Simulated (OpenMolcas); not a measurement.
# Hf³⁺ among point charges: CASSCF levels and susceptibility

How does a field of 3 point charges split the states of Hf³⁺, and what χT follows?

The numbers are computed with OpenMolcas 26.06 (state-averaged CASSCF, spin-orbit coupling by RASSI with atomic mean-field integrals), except any that are marked as measured or tabulated.

1 further run of the same task is left out (it didn't finish).

### Step 1. The system

```
Species                           : Hf³⁺ (hafnium, Z = 72, 69 electrons)
Basis                             : ANO-RCC-VDZP [7s6p4d2f1g], 68 functions
Scalar Hamiltonian                : DKH2, point nucleus
Inactive shells                   : 1s 2s 2p 3s 3p 3d 4s 4p 4d 4f 5s 5p
Active space                      : 1 electron in 5 orbitals (5d)
Some configurations of this space : 5d
Orbitals                          : optimised for each spin and parity, averaged over all roots
```

Outer shells as boxes (Hund's rule):

5d
```
5d [↑ ][  ][  ][  ][  ]
```

The ion sits among 3 point charges of -3 e arranged as a planar triangle (D3h), 2.07 Å from the ion. The active orbitals were held to one l.

Each step is its own input file, run in one work folder so that later steps find the files of earlier ones. Labels, J, g values, rates, χT and fits are worked out afterwards by a script from the matrices that RASSI stores.

### Step 2. One- and two-electron integrals

File a.inp:

```
&GATEWAY
Coord
1

Hf 0.0 0.0 0.0
Basis=ANO-RCC-VDZP
Group=NoSym
NoMove
AngMom=0.0 0.0 0.0
AMFI
XField
3 Angstrom 0
2.070000 0.000000 0.000000 -3.000000
-1.035000 1.792673 0.000000 -3.000000
-1.035000 -1.792673 0.000000 -3.000000
&SEWARD
```

Started as:

```console
$ OMP_NUM_THREADS=1 MOLCAS_MEM=1689 MOLCAS_PROJECT=a pymolcas a.inp > a.log
```

### Step 3. Reference wave functions, doublets, 5 roots

File a.inp:

```
&RASSCF
FileOrb=start.orb
Symmetry=1
Spin=2
nActEl=1 0 0
Inactive=34
Ras2=5
CIRoot=5 5 1
SDav=5
CIMx=300
Iter=120 100
PrWF=0.3
OrbListing=Nothing
MaxOrb=0
SupSym
1
20 10 11 12 13 14 19 20 21 22 23 35 36 37 38 39 48 49 50 51 52
>>> COPY $Project.JobIph JOB001
```

start.orb holds the contracted functions of the basis, ordered by shell, or the orbitals of the step before.

### Step 4. RASSI: spin-orbit coupling between the states

File a.inp:

```
&RASSI
NrOfJobIphs=1 5
1 2 3 4 5
IphNames
JOB001
EJob
SpinOrbit
DIPRint=1.0
SOCoupling=1000.0
Subsets=2
Property=9
'ANGMOM' 1 'ANGMOM' 2 'ANGMOM' 3 'MLTPL  1' 1 'MLTPL  1' 2 'MLTPL  1' 3
'AMFI' 1 'AMFI' 2 'AMFI' 3
SOProperty=3
'ANGMOM' 1 'ANGMOM' 2 'ANGMOM' 3
```

Q: Predict the outcome of this session. Wanted: spin-free ground state; first state of the same spin within the active space; lowest level; next level.

As calculated:

```
                                            quantity                              value
                                              method                             CASSCF
                              spin-free ground state     2E, 2-fold in its orbital part
first state of the same spin within the active space                   2A1 at 4290 cm⁻¹
                                        lowest level  2-fold E1/2, g = 0.20, 1.28, 1.28
                                          next level                        1977.4 cm⁻¹
                                         χT at 300 K                     0.13 cm³ K/mol
                           effective moment at 300 K                            1.01 μB
```

What this shows: The spin-free ground state (2E) comes to 100 % from free-ion D terms and keeps the highest spin of the shell. χT at 300 K is 0.13, against 0.38 cm³ K/mol for the spin alone, so orbital moment lowers it. The field of point charges can differ much from that of real complexes. This is an electrostatic model: the charges have no orbitals.
